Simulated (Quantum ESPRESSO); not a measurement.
GaF:

```
Ga F
1.0
     3.16592    0.00000    0.00000
     0.00000    3.16592    0.00000
     0.00000    0.00000    3.16592
Ga F
1 1
Direct
  0.00000 0.00000 0.00000
  0.50000 0.50000 0.50000
```

The cell was built by a generator and needn't be a form met in nature.

| Quantity | Value |
| --- | --- |
| Program | Quantum ESPRESSO 7.5 |
| Task | phonon dispersion |
| Functional | PBE |
| Potentials or basis | GBRV 1.5 PBE |
| Cutoff | 762 eV |
| Density cutoff | 6095 eV |
| k mesh | 4 × 4 × 4, shifted |
| Occupations | fermi-dirac, width 0.05 eV |
| Spin | no spin polarisation |
| Mixing beta | 0.5 |
| Most SCF iterations | 120 |
| SCF threshold | 4e-10 Ry |
| q mesh | 2 × 2 × 2 |

The cell and the atoms were relaxed first, to 15.69 Å³/atom (a = 3.154 Å, b = 3.154 Å, c = 3.154 Å, α = 90.00°, β = 90.00°, γ = 90.00°), and the response was taken there.

The first run showed a gap, so the response started from a second, tighter run with fixed occupations.

Task: Is this structure dynamically stable at this level, and how far does the spectrum reach?

Result: No: the interpolated spectrum has imaginary modes, down to 132i cm⁻¹ near Γ. The highest frequency is 284 cm⁻¹.

Phonon frequencies at the corners of the path (cm⁻¹, interpolated; i marks imaginary ones):
| point | frequencies |
| --- | --- |
| Γ | 132i 132i 0 0 0 284 |
| X | 74i 74i 50 50 149 238 |
| M | 94i 94i 86i 17i 99 99 |
| R | 69 69 69 155 155 155 |

Phonon states per cell in windows of 20 cm⁻¹ (negative: imaginary):
```csv
from (cm⁻¹),total,Ga,F
-140,0.01,0.00,0.01
-120,0.10,0.03,0.07
-100,0.34,0.20,0.14
-80,0.77,0.52,0.26
-60,0.35,0.18,0.17
-40,0.14,0.09,0.05
-20,0.23,0.11,0.11
0,0.40,0.18,0.22
20,0.57,0.23,0.34
40,0.65,0.32,0.34
60,0.47,0.29,0.17
80,0.44,0.30,0.15
100,0.42,0.25,0.17
120,0.36,0.17,0.19
140,0.17,0.04,0.13
160,0.11,0.02,0.09
180,0.11,0.02,0.09
200,0.11,0.02,0.10
220,0.12,0.02,0.10
240,0.08,0.01,0.07
260,0.05,0.01,0.04
280,0.00,0.00,0.00
```

A q mesh this small can miss soft modes between its points.

Caveat: some modes are imaginary; the q mesh is small, so phonon branches between its points and thermal values are rough.
